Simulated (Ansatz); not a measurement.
# CHCl2FGaN: the cost of one run

Program: Ansatz 0.2.0, Gaussian basis. Level of theory: RKS PBE0-D4/def2-TZVP. These are calculated values, not measurements.

Plan: relaxation at PBE0-D4/def2-TZVP; harmonic vibrations at the same level; a single point in def2-TZVPP for the fields.

### 1 The starting structure

SMILES `N=[C](Cl)[Ga]([F])[Cl]`, 7 atoms, charge 0, spin multiplicity 1.

Atoms are counted from 1 here; the program's logs count them from 0.

Bond lengths: N1–C2 1.236 Å, N1–H7 1.020 Å, C2–Cl3 1.712 Å, C2–Ga4 2.050 Å, Ga4–F5 1.769 Å, Ga4–Cl6 2.087 Å. Angles: C2–N1–H7 119.6°, N1–C2–Cl3 129.6°, N1–C2–Ga4 118.7°, Cl3–C2–Ga4 111.7°, C2–Ga4–F5 108.3°, C2–Ga4–Cl6 134.7°, F5–Ga4–Cl6 116.9°.

As a file:

```
N     0.7201   -1.3832    0.6814
C     0.3923   -0.6145   -0.2297
Cl    0.6894   -0.7267   -1.9121
Ga   -0.6660    1.0775    0.2410
F    -1.0016    1.9578   -1.2559
Cl   -1.3802    1.9180    2.0126
H     1.2459   -2.2288    0.4627
```

The start is a GFN2-xTB geometry.

### 2 Geometry optimisation, PBE0-D4/def2-TZVP

Contents of in.yaml:

```yaml
crystal:
  periodic: [false, false, false]
  atoms:
    - {symbol: N, position_ang: [0.720090, -1.383200, 0.681400]}
    - {symbol: C, position_ang: [0.392320, -0.614540, -0.229670]}
    - {symbol: Cl, position_ang: [0.689410, -0.726710, -1.912100]}
    - {symbol: Ga, position_ang: [-0.665960, 1.077470, 0.240970]}
    - {symbol: F, position_ang: [-1.001580, 1.957760, -1.255900]}
    - {symbol: Cl, position_ang: [-1.380220, 1.918000, 2.012630]}
    - {symbol: H, position_ang: [1.245950, -2.228790, 0.462680]}
basis:
  gaussian: {orbitals: def2-TZVP}
hamiltonian: {xc: pbe0, dispersion: d4}
relax: {f_tol: 0.005, max_steps: 150}
```

Run with:

```bash
$ ansatz run in.yaml --threads 4 --pin off --events-out ev --progress --plain --max-ram 10444MiB
```

**Question.** How long does this run take on 4 threads of Intel Xeon 6975P-C, shared host, and how much memory does it need?

About 28 s, with a peak of 0.79 GiB.
